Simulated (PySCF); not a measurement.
# One shape, several levels: CH4AlIn (SMILES [CH2]1[AlH][InH]1)

Wanted: a comparison of 3 runs (SVWN5/3-21G, PBE0/def2-SVP, wB97X/def2-TZVP) of CH4AlIn. 

Program for the calculation: PySCF 2.14.0.

**1. The system as given**

CH4AlIn: 7 atoms, total charge 0, spin state singlet. As SMILES, `[CH2]1[AlH][InH]1`. Geometry: relaxed at PBE0-D4/def2-TZVP.

Bond lengths: C1–Al2 1.874 Å, Al2–In3 2.543 Å, C1–H4 1.102 Å, C1–H5 1.092 Å, Al2–H6 1.584 Å, In3–H7 1.731 Å. Angles: C1–Al2–In3 65.0°, C1–Al2–H6 138.7°, In3–Al2–H6 138.8°, Al2–C1–H4 120.2°, Al2–C1–H5 127.0°, Al2–In3–H7 161.6°, H4–C1–H5 107.9°.

**2. Energy and gradient at SVWN5/3-21G (run 1)**

calc.py reads:

```python
import pyscf.grad
from pyscf import gto, dft

system = gto.Mole()
system.atom = '''
C     -0.613000     0.132400    -0.657400
Al    -0.455200     0.915100     1.037900
In     1.229300    -0.924400     0.544100
H     -0.896900    -0.927600    -0.754800
H     -0.866200     0.635300    -1.593000
H     -0.487600     2.358400     1.689000
H      2.089500    -2.189200    -0.265800
'''
system.max_memory = 1860
system.spin = 0
system.verbose = 4
system.basis = '3-21g'
system.build()

mf = dft.RKS(system, xc='svwn')
mf.grids.level = 5
mf.conv_tol = 1e-10
mf.kernel()
if not mf.converged:
    mf = mf.newton().run(mf.mo_coeff, mf.mo_occ)

etot = mf.e_tot
print('Final energy', etot)
grad = mf.Gradients().kernel()
dip = mf.dip_moment()
pop, q = mf.mulliken_pop()
```

Run with:

```
$ OMP_NUM_THREADS=1 python calc.py
```

Standard output:

```text
PySCF version 2.14.0

[... 81 lines left out ...]
converged SCF energy = -5991.75495752717
Final energy -5991.754957527172
[... 14 lines left out ...]
Dipole moment(X, Y, Z, Debye):  0.34551, -0.34461, -0.39789
[... 30 lines left out ...]
pop of  2 In 2py          1.99951
pop of  2 In 2pz          1.99953
pop of  2 In 3px          1.99750
pop of  2 In 3py          1.99772
pop of  2 In 3pz          1.99782
pop of  2 In 4px          1.97733
pop of  2 In 4py          1.97994
pop of  2 In 4pz          1.98094
pop of  2 In 5px          0.20646
pop of  2 In 5py          0.37471
pop of  2 In 5pz          0.40809
pop of  2 In 6px          0.04341
pop of  2 In 6py          0.16132
pop of  2 In 6pz          0.26190
pop of  2 In 3dxy         1.99877
pop of  2 In 3dyz         1.99926
pop of  2 In 3dz^2        1.99975
pop of  2 In 3dxz         1.99914
pop of  2 In 3dx2-y2      1.99957
pop of  2 In 4dxy         1.98370
pop of  2 In 4dyz         1.99075
pop of  2 In 4dz^2        1.99668
pop of  2 In 4dxz         1.99193
pop of  2 In 4dx2-y2      1.99499
pop of  3 H 1s            0.43457
pop of  3 H 2s            0.34595
pop of  4 H 1s            0.43661
pop of  4 H 2s            0.33802
pop of  5 H 1s            0.38390
pop of  5 H 2s            0.70844
pop of  6 H 1s            0.36966
pop of  6 H 2s            0.69580
 ** Mulliken atomic charges  **
charge of    0C =     -0.92864
charge of    1Al =      0.48195
charge of    2In =      0.15965
charge of    3H =      0.21948
charge of    4H =      0.22537
charge of    5H =     -0.09234
charge of    6H =     -0.06546
```

It took 10 s on 1 thread of Intel Xeon at 2.70GHz, shared host; peak memory 0.33 GiB.

**3. Energy and gradient at PBE0/def2-SVP (core potential) (run 2)**

job.py reads:

```python
# [CH2]1[AlH][InH]1
import pyscf.grad
from pyscf import gto, dft

mol = gto.M(
    atom='''
C   -0.613000   0.132400  -0.657400
Al  -0.455200   0.915100   1.037900
In   1.229300  -0.924400   0.544100
H   -0.896900  -0.927600  -0.754800
H   -0.866200   0.635300  -1.593000
H   -0.487600   2.358400   1.689000
H    2.089500  -2.189200  -0.265800
''',
    basis='def2-svp',
    verbose=4,
    max_memory=1860,
    charge=0,
    ecp={'In': 'def2-svp'},
)

mf = dft.RKS(mol)
mf.xc = 'pbe0'
mf.grids.level = 5
mf.conv_tol = 1e-10
mf.kernel()
if not mf.converged:
    mf = mf.newton().run(mf.mo_coeff, mf.mo_occ)

e_final = mf.e_tot
print(f'total energy: {e_final:.8f} hartree')
grad = mf.Gradients().kernel()
mf.analyze()
```

Run with:

```
$ OMP_NUM_THREADS=1 python job.py
```

Standard output:

```text
PySCF version 2.14.0

[... 100 lines left out ...]
Two-electron Energy =                  394.651317868945171
[... 9 lines left out ...]
MO #6   energy= -3.10818474975006  occ= 2
[... 7 lines left out ...]
MO #14  energy= -0.777522503349751 occ= 2
[... 7 lines left out ...]
MO #22  energy= -0.208759328378105 occ= 2
[... 7 lines left out ...]
MO #30  energy= 0.129395949143323  occ= 0
[... 7 lines left out ...]
MO #38  energy= 0.326913015011146  occ= 0
[... 7 lines left out ...]
MO #46  energy= 0.539299360389238  occ= 0
[... 7 lines left out ...]
MO #54  energy= 0.78427198432573   occ= 0
[... 7 lines left out ...]
MO #62  energy= 1.58298849125756   occ= 0
[... 7 lines left out ...]
MO #70  energy= 2.18450871681662   occ= 0
[... 7 lines left out ...]
MO #78  energy= 61.1598499818974   occ= 0
[... 49 lines left out ...]
pop of  2 In 7pz          0.01705
pop of  2 In 4dxy         1.72451
pop of  2 In 4dyz         1.72432
pop of  2 In 4dz^2        1.74132
pop of  2 In 4dxz         1.72602
pop of  2 In 4dx2-y2      1.99836
pop of  2 In 5dxy         0.20097
pop of  2 In 5dyz         0.23594
pop of  2 In 5dz^2        0.19700
pop of  2 In 5dxz         0.21998
pop of  2 In 5dx2-y2      0.01324
pop of  3 H 1s            0.89596
pop of  3 H 2s            0.01136
pop of  3 H 2px           0.00273
pop of  3 H 2py           0.00114
pop of  3 H 2pz           0.00071
pop of  4 H 1s            0.87041
pop of  4 H 2s            0.00738
pop of  4 H 2px           0.00059
pop of  4 H 2py           0.00043
pop of  4 H 2pz           0.00104
pop of  5 H 1s            1.11103
pop of  5 H 2s            0.00312
pop of  5 H 2px           0.00031
pop of  5 H 2py           0.00237
pop of  5 H 2pz           0.00056
pop of  6 H 1s            1.47262
pop of  6 H 2s            0.02730
pop of  6 H 2px           0.01365
pop of  6 H 2py           0.01473
pop of  6 H 2pz           0.00942
 ** Mulliken atomic charges  **
charge of    0C =     -0.89006
charge of    1Al =     -0.12827
charge of    2In =      1.46520
charge of    3H =      0.08810
charge of    4H =      0.12015
charge of    5H =     -0.11739
charge of    6H =     -0.53772
Dipole moment(X, Y, Z, Debye):  0.38021, -0.23580,  0.34407
```

It took 31 s on 1 thread of Intel Xeon at 2.70GHz, shared host; peak memory 0.76 GiB.

**4. Energy and forces at wB97X/def2-TZVP (core potential) (run 3)**

run.py reads:

```python
# [CH2]1[AlH][InH]1
from pyscf import gto, dft

mol = gto.M(
    atom='''
C       -0.613000       0.132400      -0.657400
Al      -0.455200       0.915100       1.037900
In       1.229300      -0.924400       0.544100
H       -0.896900      -0.927600      -0.754800
H       -0.866200       0.635300      -1.593000
H       -0.487600       2.358400       1.689000
H        2.089500      -2.189200      -0.265800
''',
    spin=0,
    max_memory=1860,
    basis='def2-tzvp',
    charge=0,
    verbose=4,
    ecp={'In': 'def2-svp'},
)

myscf = dft.RKS(mol)
myscf.xc = 'wb97x'
myscf.conv_tol = 1e-10
myscf.grids.level = 5
myscf.kernel()
if not myscf.converged:
    myscf = myscf.newton().run(myscf.mo_coeff, myscf.mo_occ)

energy = myscf.e_tot
print('Final energy', energy)
grad = myscf.nuc_grad_method().kernel()
dip = myscf.dip_moment()
pop, q = myscf.mulliken_pop()
```

Run with:

```
$ OMP_NUM_THREADS=1 python run.py
```

Standard output:

```text
PySCF version 2.14.0

[... 82 lines left out ...]
converged SCF energy = -473.040900438234
Final energy -473.04090043823385
[... 14 lines left out ...]
Dipole moment(X, Y, Z, Debye):  0.39434, -0.19209,  0.73052
[... 111 lines left out ...]
pop of  2 In 4f+3         0.00389
pop of  2 In 5f-3         0.00014
pop of  2 In 5f-2         0.00064
pop of  2 In 5f-1         0.00004
pop of  2 In 5f+0         0.00033
pop of  2 In 5f+1         0.00009
pop of  2 In 5f+2         0.00013
pop of  2 In 5f+3         0.00035
pop of  3 H 1s            0.26315
pop of  3 H 2s            0.48678
pop of  3 H 3s            0.09604
pop of  3 H 2px           0.00879
pop of  3 H 2py           0.01232
pop of  3 H 2pz           0.00591
pop of  4 H 1s            0.26635
pop of  4 H 2s            0.48690
pop of  4 H 3s            0.08265
pop of  4 H 2px           0.00674
pop of  4 H 2py           0.00677
pop of  4 H 2pz           0.01241
pop of  5 H 1s            0.23303
pop of  5 H 2s            0.50817
pop of  5 H 3s            0.34581
pop of  5 H 2px           0.00012
pop of  5 H 2py           0.00384
pop of  5 H 2pz           0.00076
pop of  6 H 1s            0.22264
pop of  6 H 2s            0.51492
pop of  6 H 3s            0.35457
pop of  6 H 2px           0.00175
pop of  6 H 2py           0.00334
pop of  6 H 2pz           0.00200
 ** Mulliken atomic charges  **
charge of    0C =     -0.59466
charge of    1Al =      0.24552
charge of    2In =      0.27492
charge of    3H =      0.12701
charge of    4H =      0.13817
charge of    5H =     -0.09173
charge of    6H =     -0.09922
```

It took 2.8 min on 1 thread of Intel Xeon at 2.70GHz, shared host; peak memory 1.6 GiB.

**5. Overview of the runs**

```csv
run,level,core potential,energy (Eh),dipole moment (D),HOMO energy (eV),LUMO energy (eV),wall time
1,SVWN5/3-21G,–,-5991.754958,0.63,-4.89,-2.94,10 s
2,PBE0/def2-SVP (core potential),def2-svp,-472.722666,0.56,-5.68,-2.13,31 s
3,wB97X/def2-TZVP (core potential),def2-svp,-473.040900,0.85,-7.70,-0.42,2.8 min
```

**6. Outcome**

| quantity | value |
| --- | --- |
| run 3: total energy | -473.04090 Eh |
| run 3: dipole moment | 0.85 D |
| run 3: HOMO energy | -7.70 eV |
| run 3: LUMO energy | -0.42 eV |
| run 3: HOMO–LUMO gap | 7.29 eV |
| run 3: largest force on an atom | 0.202 eV/Å |

What this shows: The dipole moment (its size) runs from 0.56 D (PBE0/def2-SVP) to 0.85 D (wB97X/def2-TZVP). The two ends differ in method and basis. The HOMO–LUMO gap runs from 1.96 eV (SVWN5/3-21G) to 7.29 eV (wB97X/def2-TZVP). The two ends differ in method and basis and core potential. Totals of different functionals can't be ranked against each other. Some runs of one species differ in core potentials or relativity; totals across that change don't compare. In run 1 relativity is left out where basis or elements ask for it. All runs together took 3.5 min, the longest 2.8 min.
